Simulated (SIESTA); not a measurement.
The system is In4GeSb2Te.

```xyz
8
Lattice="-3.2817 3.2817 6.5572 3.2817 -3.2817 6.5572 3.2817 3.2817 -6.5572" Properties=species:S:1:pos:R:3 pbc="T T T"
Te    0.0000    0.0000    0.0000
Sb    0.0000    3.2817    3.2786
Sb    3.2817    0.0000    3.2786
In    1.5025   -1.5025    4.9495
In    1.7792    1.7792    1.6077
In   -1.5025    1.5025    4.9495
In    1.5025    1.5025    8.1650
Ge    0.0000    0.0000    6.5572
```

The cell comes from a database or a generator and needn't be the stable form of this composition.

Base run:

| Item | Value |
| --- | --- |
| Program | SIESTA 5.4.2 |
| Functional | PBE |
| Potentials or basis | PseudoDojo 0.4 standard (PBE files) |
| Basis | DZP (energy shift 0.003 Ry; two zetas on semicore shells) |
| Grid cutoff | 800 Ry |
| Energy shift | 0.003 Ry |
| k mesh | 6 × 6 × 6 |
| Occupations | fermi-dirac, width 0.05 eV |
| Spin | no spin polarisation |

Its results: band gap on the k mesh none (metal or under the smearing width); pressure 0.1 GPa; largest force 0.052 eV/Å.

The run is repeated on the same cell with these changes: functional from PBE to PBEsol; potentials or basis from PseudoDojo 0.4 standard (PBE files) to PseudoDojo 0.4 standard (PBEsol files). What comes out?

Band gap on the k mesh none (metal or under the smearing width); pressure -1.9 GPa; largest force 0.059 eV/Å.

Caveats: the basis of atomic orbitals isn't converged, which shifts pressures, moduli and gaps; spin-orbit coupling is left out, which moves the levels of the heavy elements (some runs).
